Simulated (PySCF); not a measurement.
# CH4OZn (ZnMe(OH)): the cost of one run

Programs: PySCF 2.14.0, with routines of our own; each step states its level. All values are computed. Atoms count from 0.

## 1. The system as given

7 atoms, charge 0, multiplicity 1; geometry from: GFN2-xTB.

## 2. Magnetic properties: GIAO B3LYP/def2-SVP Zn:def2-TZVP

The job: settings as JSON, then the geometry in Å.

```
{"job": {"kind": "mag", "xc": "B3LYP", "basis": {"default": "def2-SVP", "Zn": "def2-TZVP"}}, "charge": 0, "multiplicity": 1}
Zn     0.283380    -0.238160    -0.672190
C     -0.040640     0.078010     1.266130
H      0.872690     0.107880     1.845530
H     -0.675700    -0.693210     1.684430
H     -0.545280     1.031200     1.379270
O     -0.118900    -0.001530    -2.330970
H      0.224470    -0.284180    -3.172190
```

Level: GIAO B3LYP/def2-SVP Zn:def2-TZVP magnetisability, rotational g tensor and spin-rotation constants, non-relativistic, gas phase.

Started as:

```console
$ OMP_NUM_THREADS=1 python excited_run.py task.json out
```

This one command runs all jobs of the session in turn.

**Question.** How long does this first job take on 1 thread of Arm Neoverse N1, shared host, and how much memory does it need?

About 9.1 s, with a peak of 0.97 GiB.
